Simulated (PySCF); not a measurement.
**C₂H₈FNSi: core binding energies at several levels of theory**

How much do the core binding energies of C₂H₈FNSi (`CN[Si@H](C)F`) depend on the level of theory, and what does each level cost?

Computed with PySCF 2.14.0, with density-fitted response routines of our own, on a single molecule in the gas phase. Atoms count from 0, in the outputs and in this text.

## (1) The molecule as given

13 atoms, charge 0, multiplicity 1; geometry from: PBE0-D3(BJ)/def2-SVP.

Bonds of the start (Å): C0–N1 1.44, N1–Si2 1.71, Si2–C3 1.86, Si2–F4 1.64, C0–H5 1.10, C0–H6 1.11, C0–H7 1.10, N1–H8 1.01, Si2–H9 1.49, C3–H10 1.10, C3–H11 1.10, C3–H12 1.10.

## (2) X-ray photoelectron lines: SCAN, X2C

Job settings and geometry (Å):

```
{"job": {"kind": "xps"}, "charge": 0, "multiplicity": 1}
C     -1.716802     0.636563     0.102674
N     -1.012045    -0.532753    -0.366348
Si     0.672979    -0.685803    -0.628027
C      1.654399     0.120479     0.730847
F      1.173029     0.027758    -2.015211
H     -2.504404     0.373585     0.829592
H     -2.189658     1.220451    -0.708479
H     -1.021393     1.313147     0.621704
H     -1.612287    -1.225235    -0.800224
H      0.948461    -2.137375    -0.804911
H      1.456335     1.202455     0.781626
H      1.423909    -0.322877     1.711057
H      2.730831    -0.002695     0.537644
```

Method: delta-SCF UKS SCAN, pcX-2 on the ionised atom, pcseg-1 elsewhere, spin-free X2C.

The run is started by

```sh
$ OMP_NUM_THREADS=1 python probes_run.py task.json out
```

This one command runs all jobs of the session in turn.

Log:

```text
ground state, core basis on atom 0 (C), 145 functions
  cycle   1  E = -525.66317850  |g| = 7.07e-01
  cycle   2  E = -525.52541418  |g| = 1.10e+00
  cycle   3  E = -525.76482717  |g| = 1.26e-01
  cycle   4  E = -525.76777003  |g| = 4.10e-02
  cycle   5  E = -525.76813363  |g| = 1.20e-02
  cycle   6  E = -525.76815683  |g| = 5.90e-03
  cycle   7  E = -525.76816471  |g| = 7.47e-04
  cycle   8  E = -525.76816480  |g| = 2.20e-04
  E(ground) = -525.80259638 Eh
hole in C 1s of atom 0
  cycle   1  E = -514.49308447  |g| = 1.50e+00
  cycle   2  E = -513.69665362  |g| = 1.89e+00
  cycle   3  E = -514.99774970  |g| = 3.31e-01
  cycle   4  E = -515.03717472  |g| = 1.33e-01
  cycle   5  E = -515.04266173  |g| = 7.08e-02
  cycle   6  E = -515.04452411  |g| = 1.48e-02
  cycle   7  E = -515.04459689  |g| = 9.07e-03
  cycle   8  E = -515.04463067  |g| = 3.19e-03
  cycle   9  E = -515.04463896  |g| = 1.27e-03
  cycle  10  E = -515.04464097  |g| = 5.33e-04
  cycle  11  E = -515.04464123  |g| = 1.75e-04
  E(ion) = -515.07802700 Eh   <S^2> = 0.7704   hole on atom = 1.000   binding energy = 291.830 eV
ground state, core basis on atom 1 (N), 145 functions
  cycle   1  E = -525.78320252  |g| = 7.45e-02
  cycle   2  E = -525.78314466  |g| = 2.76e-02
  cycle   3  E = -525.78310751  |g| = 3.11e-02
  cycle   4  E = -525.78330009  |g| = 4.63e-03
  cycle   5  E = -525.78330673  |g| = 6.74e-04
  cycle   6  E = -525.78330612  |g| = 1.83e-04
  E(ground) = -525.81622726 Eh
hole in N 1s of atom 1
  cycle   1  E = -510.20717065  |g| = 1.87e+00
  cycle   2  E = -509.56123140  |g| = 2.09e+00
  cycle   3  E = -510.85827502  |g| = 4.03e-01
  cycle   4  E = -510.89523045  |g| = 2.29e-01
  cycle   5  E = -510.91130638  |g| = 6.66e-02
  cycle   6  E = -510.91266415  |g| = 1.64e-02
  cycle   7  E = -510.91279452  |g| = 5.06e-03
  cycle   8  E = -510.91280848  |g| = 1.31e-03
  cycle   9  E = -510.91280884  |g| = 5.33e-04
  cycle  10  E = -510.91280789  |g| = 1.99e-04
  E(ion) = -510.94477652 Eh   <S^2> = 0.7648   hole on atom = 1.000   binding energy = 404.673 eV
ground state, core basis on atom 2 (Si), 156 functions
  cycle   1  E = -525.87574378  |g| = 2.90e-01
  cycle   2  E = -525.87584839  |g| = 5.20e-02
  cycle   3  E = -525.87587213  |g| = 4.19e-02
  cycle   4  E = -525.87613333  |g| = 1.26e-02
  cycle   5  E = -525.87616059  |g| = 1.83e-03
  cycle   6  E = -525.87615830  |g| = 2.29e-04
  E(ground) = -525.86928133 Eh
hole in Si 1s of atom 2
  cycle   1  E = -456.92634600  |g| = 4.35e+00
  cycle   2  E = -456.91238125  |g| = 2.22e+00
  cycle   3  E = -457.52182837  |g| = 9.33e-01
  cycle   4  E = -457.91968245  |g| = 3.62e-01
  cycle   5  E = -457.96527508  |g| = 1.33e-01
  cycle   6  E = -457.97330802  |g| = 2.94e-02
  cycle   7  E = -457.97362150  |g| = 1.34e-02
  cycle   8  E = -457.97371418  |g| = 2.97e-03
  cycle   9  E = -457.97371978  |g| = 6.81e-04
  cycle  10  E = -457.97371945  |g| = 3.86e-04
  E(ion) = -457.97575983 Eh   <S^2> = 0.7521   hole on atom = 1.000   binding energy = 1847.477 eV
hole in Si 2p of atom 2
  cycle   1  E = -521.58961141  |g| = 1.24e+00
  cycle   2  E = -521.39531327  |g| = 1.19e+00
  cycle   3  E = -521.83429259  |g| = 3.85e-01
  cycle   4  E = -521.89917040  |g| = 1.31e-01
  cycle   5  E = -521.90532688  |g| = 4.68e-02
  cycle   6  E = -521.90634002  |g| = 1.63e-02
  cycle   7  E = -521.90643518  |g| = 8.33e-03
  cycle   8  E = -521.90645693  |g| = 2.89e-03
  cycle   9  E = -521.90645981  |g| = 4.23e-04
  E(ion) = -521.91114415 Eh   <S^2> = 0.7516   hole on atom = 1.003   binding energy = 107.706 eV
  2p3/2 = 107.464 eV   2p1/2 = 108.089 eV
ground state, core basis on atom 3 (C), 145 functions
  cycle   1  E = -525.76781609  |g| = 6.47e-02
  cycle   2  E = -525.76772135  |g| = 4.17e-02
  cycle   3  E = -525.76794927  |g| = 2.71e-02
  cycle   4  E = -525.76806712  |g| = 6.32e-03
  cycle   5  E = -525.76807806  |g| = 1.07e-03
  cycle   6  E = -525.76807710  |g| = 2.98e-04
  E(ground) = -525.80308471 Eh
hole in C 1s of atom 3
  cycle   1  E = -514.53558269  |g| = 1.50e+00
  cycle   2  E = -514.03542442  |g| = 1.69e+00
  cycle   3  E = -515.05716313  |g| = 3.24e-01
  cycle   4  E = -515.08346200  |g| = 1.98e-01
  cycle   5  E = -515.09684752  |g| = 4.18e-02
  cycle   6  E = -515.09734219  |g| = 1.28e-02
  cycle   7  E = -515.09736901  |g| = 1.03e-02
  cycle   8  E = -515.09741619  |g| = 1.26e-03
  cycle   9  E = -515.09741722  |g| = 5.57e-04
  cycle  10  E = -515.09741713  |g| = 1.91e-04
  E(ion) = -515.13156163 Eh   <S^2> = 0.7666   hole on atom = 1.000   binding energy = 290.387 eV
ground state, core basis on atom 4 (F), 145 functions
  cycle   1  E = -525.81238274  |g| = 1.25e-01
  cycle   2  E = -525.81153549  |g| = 9.91e-02
  cycle   3  E = -525.81224600  |g| = 6.63e-02
  cycle   4  E = -525.81280526  |g| = 6.19e-03
  cycle   5  E = -525.81281398  |g| = 1.35e-03
  cycle   6  E = -525.81281500  |g| = 2.87e-04
  E(ground) = -525.85078469 Eh
hole in F 1s of atom 4
  cycle   1  E = -499.49701983  |g| = 2.58e+00
  cycle   2  E = -499.36575885  |g| = 2.16e+00
  cycle   3  E = -500.30289270  |g| = 4.64e-01
  cycle   4  E = -500.29591232  |g| = 4.39e-01
  cycle   5  E = -500.39127445  |g| = 5.14e-02
  cycle   6  E = -500.39233871  |g| = 2.43e-02
  cycle   7  E = -500.39266114  |g| = 4.48e-03
  cycle   8  E = -500.39267020  |g| = 1.52e-03
  cycle   9  E = -500.39267075  |g| = 3.73e-04
  E(ion) = -500.43717004 Eh   <S^2> = 0.7569   hole on atom = 1.000   binding energy = 691.540 eV
```

Wall time 41 s (1 thread of Intel Xeon Platinum 8175M at 2.50GHz, shared host); peak memory 0.53 GiB.

Binding energies by hole, beside the orbital energy of the ground state; the difference holds orbital relaxation and, for a density functional, its self-interaction error:

```csv
hole,stands for,environment,ΔSCF (eV; 2p as the shell's mean),−ε (eV),⟨S²⟩
C1s on C0,C0,methyl carbon bonded to N,291.83,274.5,0.770
N1s on N1,N1,"nitrogen bonded to C, Si, H",404.67,385.7,0.765
Si1s on Si2,Si2,"silicon bonded to C, F, N, H",1847.48,1794.0,0.752
Si2p on Si2,Si2,"silicon bonded to C, F, N, H",107.67,96.7,0.752
C1s on C3,C3,methyl carbon bonded to Si,290.39,273.3,0.767
F1s on F4,F4,fluorine bonded to Si,691.54,665.7,0.757
```

With the spin-orbit splitting: Si2 2p3/2 107.46, 2p1/2 108.09 eV. The table gives each 2p level as the mean over the whole 2p shell (two parts 2p3/2, one part 2p1/2), which differs a little from the single hole in the log.

## (3) Core holes by ΔSCF: B3LYP, X2C

The job, as its differences from that of step 2:

```diff
@@ -1,2 +1,2 @@
-{"job": {"kind": "xps"}, "charge": 0, "multiplicity": 1}
+{"job": {"kind": "xps", "xc": "B3LYP"}, "charge": 0, "multiplicity": 1}
 C     -1.716802     0.636563     0.102674
```

With the program's defaults for keys left out, this is: delta-SCF UKS B3LYP, pcX-2 on the ionised atom, pcseg-1 elsewhere, spin-free X2C.

Log:

```text
ground state, core basis on atom 0 (C), 145 functions
  cycle   1  E = -525.80673910  |g| = 6.44e-01
  cycle   2  E = -525.72059989  |g| = 9.57e-01
  cycle   3  E = -525.88951822  |g| = 8.19e-02
  cycle   4  E = -525.89066442  |g| = 3.35e-02
  cycle   5  E = -525.89091474  |g| = 6.10e-03
  cycle   6  E = -525.89092136  |g| = 3.37e-03
  cycle   7  E = -525.89092254  |g| = 2.29e-04
  E(ground) = -525.89065715 Eh
hole in C 1s of atom 0
  cycle   1  E = -514.61877225  |g| = 1.51e+00
  cycle   2  E = -514.10522832  |g| = 1.73e+00
  cycle   3  E = -515.13565038  |g| = 2.60e-01
  cycle   4  E = -515.16242415  |g| = 4.44e-02
  cycle   5  E = -515.16317233  |g| = 1.84e-02
  cycle   6  E = -515.16330693  |g| = 5.35e-03
  cycle   7  E = -515.16331945  |g| = 1.71e-03
  cycle   8  E = -515.16332203  |g| = 1.05e-03
  cycle   9  E = -515.16332205  |g| = 4.09e-04
  E(ion) = -515.16309904 Eh   <S^2> = 0.7602   hole on atom = 1.000   binding energy = 291.912 eV
ground state, core basis on atom 1 (N), 145 functions
  cycle   1  E = -525.90436066  |g| = 5.31e-02
  cycle   2  E = -525.90430352  |g| = 2.46e-02
  cycle   3  E = -525.90429948  |g| = 2.51e-02
  cycle   4  E = -525.90442308  |g| = 1.69e-03
  cycle   5  E = -525.90442241  |g| = 3.86e-04
  E(ground) = -525.90427961 Eh
hole in N 1s of atom 1
  cycle   1  E = -510.33841543  |g| = 1.88e+00
  cycle   2  E = -509.81904279  |g| = 2.03e+00
  cycle   3  E = -511.00269103  |g| = 3.14e-01
  cycle   4  E = -511.02918519  |g| = 1.40e-01
  cycle   5  E = -511.03529694  |g| = 4.01e-02
  cycle   6  E = -511.03580062  |g| = 7.91e-03
  cycle   7  E = -511.03582989  |g| = 2.36e-03
  cycle   8  E = -511.03583271  |g| = 6.30e-04
  cycle   9  E = -511.03583307  |g| = 2.80e-04
  E(ion) = -511.03570736 Eh   <S^2> = 0.7585   hole on atom = 1.000   binding energy = 404.594 eV
ground state, core basis on atom 2 (Si), 156 functions
  cycle   1  E = -525.97066468  |g| = 1.70e-01
  cycle   2  E = -525.97081698  |g| = 5.10e-02
  cycle   3  E = -525.97095072  |g| = 3.18e-02
  cycle   4  E = -525.97111190  |g| = 1.05e-02
  cycle   5  E = -525.97113363  |g| = 1.02e-03
  cycle   6  E = -525.97113500  |g| = 2.48e-04
  E(ground) = -525.97106934 Eh
hole in Si 1s of atom 2
  cycle   1  E = -457.06097686  |g| = 4.39e+00
  cycle   2  E = -457.29699901  |g| = 2.07e+00
  cycle   3  E = -457.84503096  |g| = 7.73e-01
  cycle   4  E = -458.08115974  |g| = 3.23e-01
  cycle   5  E = -458.11959195  |g| = 9.43e-02
  cycle   6  E = -458.12369161  |g| = 1.64e-02
  cycle   7  E = -458.12378035  |g| = 9.07e-03
  cycle   8  E = -458.12381205  |g| = 2.32e-03
  cycle   9  E = -458.12381453  |g| = 5.18e-04
  cycle  10  E = -458.12381457  |g| = 1.15e-04
  E(ion) = -458.12379035 Eh   <S^2> = 0.7516   hole on atom = 1.000   binding energy = 1846.218 eV
hole in Si 2p of atom 2
  cycle   1  E = -521.69358289  |g| = 1.23e+00
  cycle   2  E = -521.64236494  |g| = 1.06e+00
  cycle   3  E = -521.97260876  |g| = 2.95e-01
  cycle   4  E = -522.00734936  |g| = 9.96e-02
  cycle   5  E = -522.01083614  |g| = 3.09e-02
  cycle   6  E = -522.01128040  |g| = 8.68e-03
  cycle   7  E = -522.01131182  |g| = 1.91e-03
  cycle   8  E = -522.01131294  |g| = 8.09e-04
  cycle   9  E = -522.01131302  |g| = 1.84e-04
  E(ion) = -522.01129570 Eh   <S^2> = 0.7518   hole on atom = 1.002   binding energy = 107.751 eV
  2p3/2 = 107.502 eV   2p1/2 = 108.123 eV
ground state, core basis on atom 3 (C), 145 functions
  cycle   1  E = -525.89071499  |g| = 4.76e-02
  cycle   2  E = -525.89066332  |g| = 3.16e-02
  cycle   3  E = -525.89080322  |g| = 1.88e-02
  cycle   4  E = -525.89086785  |g| = 2.85e-03
  cycle   5  E = -525.89086865  |g| = 4.00e-04
  E(ground) = -525.89082093 Eh
hole in C 1s of atom 3
  cycle   1  E = -514.66170639  |g| = 1.51e+00
  cycle   2  E = -514.27048083  |g| = 1.64e+00
  cycle   3  E = -515.18995309  |g| = 2.57e-01
  cycle   4  E = -515.21029578  |g| = 1.26e-01
  cycle   5  E = -515.21579775  |g| = 2.20e-02
  cycle   6  E = -515.21598497  |g| = 3.11e-03
  cycle   7  E = -515.21598921  |g| = 2.72e-03
  cycle   8  E = -515.21599290  |g| = 7.74e-04
  cycle   9  E = -515.21599262  |g| = 1.88e-04
  E(ion) = -515.21589005 Eh   <S^2> = 0.7594   hole on atom = 1.000   binding energy = 290.480 eV
ground state, core basis on atom 4 (F), 145 functions
  cycle   1  E = -525.94198518  |g| = 8.52e-02
  cycle   2  E = -525.94172653  |g| = 5.87e-02
  cycle   3  E = -525.94198480  |g| = 3.99e-02
  cycle   4  E = -525.94220259  |g| = 2.77e-03
  cycle   5  E = -525.94220228  |g| = 9.43e-04
  cycle   6  E = -525.94220255  |g| = 1.32e-04
  E(ground) = -525.94223085 Eh
hole in F 1s of atom 4
  cycle   1  E = -499.63562236  |g| = 2.60e+00
  cycle   2  E = -499.64294432  |g| = 2.11e+00
  cycle   3  E = -500.49570498  |g| = 3.48e-01
  cycle   4  E = -500.49173498  |g| = 3.19e-01
  cycle   5  E = -500.53854477  |g| = 2.70e-02
  cycle   6  E = -500.53880374  |g| = 1.25e-02
  cycle   7  E = -500.53888610  |g| = 1.62e-03
  cycle   8  E = -500.53888768  |g| = 4.07e-04
  E(ion) = -500.53918917 Eh   <S^2> = 0.7546   hole on atom = 1.000   binding energy = 691.252 eV
```

Wall time 47 s (1 thread of Intel Xeon Platinum 8175M at 2.50GHz, shared host); peak memory 0.7 GiB.

Binding energies by hole, beside the orbital energy of the ground state; the difference holds orbital relaxation and, for a density functional, its self-interaction error:

```csv
hole,stands for,environment,ΔSCF (eV; 2p as the shell's mean),−ε (eV),⟨S²⟩
C1s on C0,C0,methyl carbon bonded to N,291.91,277.8,0.760
N1s on N1,N1,"nitrogen bonded to C, Si, H",404.59,389.4,0.759
Si1s on Si2,Si2,"silicon bonded to C, F, N, H",1846.22,1803.5,0.752
Si2p on Si2,Si2,"silicon bonded to C, F, N, H",107.71,99.3,0.752
C1s on C3,C3,methyl carbon bonded to Si,290.48,276.6,0.759
F1s on F4,F4,fluorine bonded to Si,691.25,671.1,0.755
```

With the spin-orbit splitting: Si2 2p3/2 107.50, 2p1/2 108.12 eV. The table gives each 2p level as the mean over the whole 2p shell (two parts 2p3/2, one part 2p1/2), which differs a little from the single hole in the log.

## (4) Core holes by ΔSCF: PBE0, X2C

The job, as its differences from that of step 3:

```diff
@@ -1,2 +1,2 @@
-{"job": {"kind": "xps", "xc": "B3LYP"}, "charge": 0, "multiplicity": 1}
+{"job": {"kind": "xps", "xc": "PBE0"}, "charge": 0, "multiplicity": 1}
 C     -1.716802     0.636563     0.102674
```

With the program's defaults for keys left out, this is: delta-SCF UKS PBE0, pcX-2 on the ionised atom, pcseg-1 elsewhere, spin-free X2C.

Log:

```text
ground state, core basis on atom 0 (C), 145 functions
  cycle   1  E = -525.41092415  |g| = 5.73e-01
  cycle   2  E = -525.36347903  |g| = 7.91e-01
  cycle   3  E = -525.47592730  |g| = 6.70e-02
  cycle   4  E = -525.47666063  |g| = 2.85e-02
  cycle   5  E = -525.47684065  |g| = 5.09e-03
  cycle   6  E = -525.47684289  |g| = 2.59e-03
  cycle   7  E = -525.47684529  |g| = 1.87e-04
  E(ground) = -525.47664931 Eh
hole in C 1s of atom 0
  cycle   1  E = -514.22731982  |g| = 1.51e+00
  cycle   2  E = -513.86891705  |g| = 1.60e+00
  cycle   3  E = -514.74558021  |g| = 2.48e-01
  cycle   4  E = -514.76993261  |g| = 4.27e-02
  cycle   5  E = -514.77057823  |g| = 2.02e-02
  cycle   6  E = -514.77075524  |g| = 4.58e-03
  cycle   7  E = -514.77076936  |g| = 1.68e-03
  cycle   8  E = -514.77077167  |g| = 9.56e-04
  cycle   9  E = -514.77077183  |g| = 3.79e-04
  E(ion) = -514.77060259 Eh   <S^2> = 0.7634   hole on atom = 1.000   binding energy = 291.326 eV
ground state, core basis on atom 1 (N), 145 functions
  cycle   1  E = -525.49094933  |g| = 7.30e-02
  cycle   2  E = -525.49091543  |g| = 2.25e-02
  cycle   3  E = -525.49088465  |g| = 2.59e-02
  cycle   4  E = -525.49101563  |g| = 2.01e-03
  cycle   5  E = -525.49101809  |g| = 2.77e-04
  E(ground) = -525.49091047 Eh
hole in N 1s of atom 1
  cycle   1  E = -509.93895372  |g| = 1.87e+00
  cycle   2  E = -509.55120450  |g| = 1.91e+00
  cycle   3  E = -510.60843433  |g| = 2.95e-01
  cycle   4  E = -510.63331956  |g| = 1.18e-01
  cycle   5  E = -510.63773442  |g| = 3.47e-02
  cycle   6  E = -510.63811974  |g| = 6.43e-03
  cycle   7  E = -510.63813944  |g| = 2.26e-03
  cycle   8  E = -510.63814254  |g| = 6.70e-04
  cycle   9  E = -510.63814302  |g| = 2.51e-04
  E(ion) = -510.63805578 Eh   <S^2> = 0.7605   hole on atom = 1.000   binding energy = 404.167 eV
ground state, core basis on atom 2 (Si), 156 functions
  cycle   1  E = -525.55648351  |g| = 2.12e-01
  cycle   2  E = -525.55656979  |g| = 4.60e-02
  cycle   3  E = -525.55655980  |g| = 4.10e-02
  cycle   4  E = -525.55687785  |g| = 8.69e-03
  cycle   5  E = -525.55689259  |g| = 8.29e-04
  cycle   6  E = -525.55689285  |g| = 2.36e-04
  E(ground) = -525.55681552 Eh
hole in Si 1s of atom 2
  cycle   1  E = -456.67870931  |g| = 4.38e+00
  cycle   2  E = -457.04867332  |g| = 1.93e+00
  cycle   3  E = -457.52694107  |g| = 6.83e-01
  cycle   4  E = -457.71155685  |g| = 2.72e-01
  cycle   5  E = -457.73895429  |g| = 7.37e-02
  cycle   6  E = -457.74143868  |g| = 1.09e-02
  cycle   7  E = -457.74148222  |g| = 5.27e-03
  cycle   8  E = -457.74149509  |g| = 1.30e-03
  cycle   9  E = -457.74149505  |g| = 5.16e-04
  cycle  10  E = -457.74149461  |g| = 1.02e-04
  E(ion) = -457.74146443 Eh   <S^2> = 0.7517   hole on atom = 1.000   binding energy = 1845.350 eV
hole in Si 2p of atom 2
  cycle   1  E = -521.29333481  |g| = 1.23e+00
  cycle   2  E = -521.29936430  |g| = 9.78e-01
  cycle   3  E = -521.57923448  |g| = 2.65e-01
  cycle   4  E = -521.60746738  |g| = 8.37e-02
  cycle   5  E = -521.60989006  |g| = 2.57e-02
  cycle   6  E = -521.61020520  |g| = 5.56e-03
  cycle   7  E = -521.61021909  |g| = 1.50e-03
  cycle   8  E = -521.61021980  |g| = 7.35e-04
  cycle   9  E = -521.61022006  |g| = 2.03e-04
  E(ion) = -521.61019087 Eh   <S^2> = 0.7522   hole on atom = 1.002   binding energy = 107.393 eV
  2p3/2 = 107.146 eV   2p1/2 = 107.764 eV
ground state, core basis on atom 3 (C), 145 functions
  cycle   1  E = -525.47674210  |g| = 6.06e-02
  cycle   2  E = -525.47672577  |g| = 2.50e-02
  cycle   3  E = -525.47675473  |g| = 2.27e-02
  cycle   4  E = -525.47684948  |g| = 2.02e-03
  cycle   5  E = -525.47685220  |g| = 2.78e-04
  E(ground) = -525.47686095 Eh
hole in C 1s of atom 3
  cycle   1  E = -514.26768180  |g| = 1.51e+00
  cycle   2  E = -514.00150463  |g| = 1.52e+00
  cycle   3  E = -514.79847289  |g| = 2.42e-01
  cycle   4  E = -514.81766431  |g| = 1.05e-01
  cycle   5  E = -514.82154844  |g| = 1.89e-02
  cycle   6  E = -514.82169139  |g| = 3.18e-03
  cycle   7  E = -514.82169660  |g| = 2.72e-03
  cycle   8  E = -514.82170075  |g| = 7.99e-04
  cycle   9  E = -514.82170173  |g| = 1.64e-04
  E(ion) = -514.82166658 Eh   <S^2> = 0.7624   hole on atom = 1.000   binding energy = 289.943 eV
ground state, core basis on atom 4 (F), 145 functions
  cycle   1  E = -525.52842481  |g| = 1.11e-01
  cycle   2  E = -525.52825316  |g| = 5.18e-02
  cycle   3  E = -525.52830922  |g| = 4.87e-02
  cycle   4  E = -525.52864309  |g| = 2.69e-03
  cycle   5  E = -525.52864435  |g| = 7.70e-04
  cycle   6  E = -525.52864515  |g| = 1.28e-04
  E(ground) = -525.52874904 Eh
hole in F 1s of atom 4
  cycle   1  E = -499.24188322  |g| = 2.60e+00
  cycle   2  E = -499.35713047  |g| = 2.00e+00
  cycle   3  E = -500.11827727  |g| = 2.99e-01
  cycle   4  E = -500.12026335  |g| = 2.50e-01
  cycle   5  E = -500.14884804  |g| = 2.13e-02
  cycle   6  E = -500.14901306  |g| = 9.12e-03
  cycle   7  E = -500.14905568  |g| = 1.29e-03
  cycle   8  E = -500.14905734  |g| = 3.76e-04
  E(ion) = -500.14939672 Eh   <S^2> = 0.7552   hole on atom = 1.000   binding energy = 690.607 eV
```

Run time: 45 s. Hardware: 1 thread of Intel Xeon Platinum 8175M at 2.50GHz, shared host; peak memory 0.65 GiB.

The holes in one table. −ε is the ground-state orbital energy:

```csv
hole,stands for,environment,ΔSCF (eV; 2p as the shell's mean),−ε (eV),⟨S²⟩
C1s on C0,C0,methyl carbon bonded to N,291.33,279.1,0.763
N1s on N1,N1,"nitrogen bonded to C, Si, H",404.17,391.3,0.761
Si1s on Si2,Si2,"silicon bonded to C, F, N, H",1845.35,1807.2,0.752
Si2p on Si2,Si2,"silicon bonded to C, F, N, H",107.35,100.0,0.752
C1s on C3,C3,methyl carbon bonded to Si,289.94,278.0,0.762
F1s on F4,F4,fluorine bonded to Si,690.61,673.5,0.755
```

With the spin-orbit splitting: Si2 2p3/2 107.15, 2p1/2 107.76 eV. The table gives each 2p level as the mean over the whole 2p shell (two parts 2p3/2, one part 2p1/2), which differs a little from the single hole in the log.

[end of part 1 of 3]
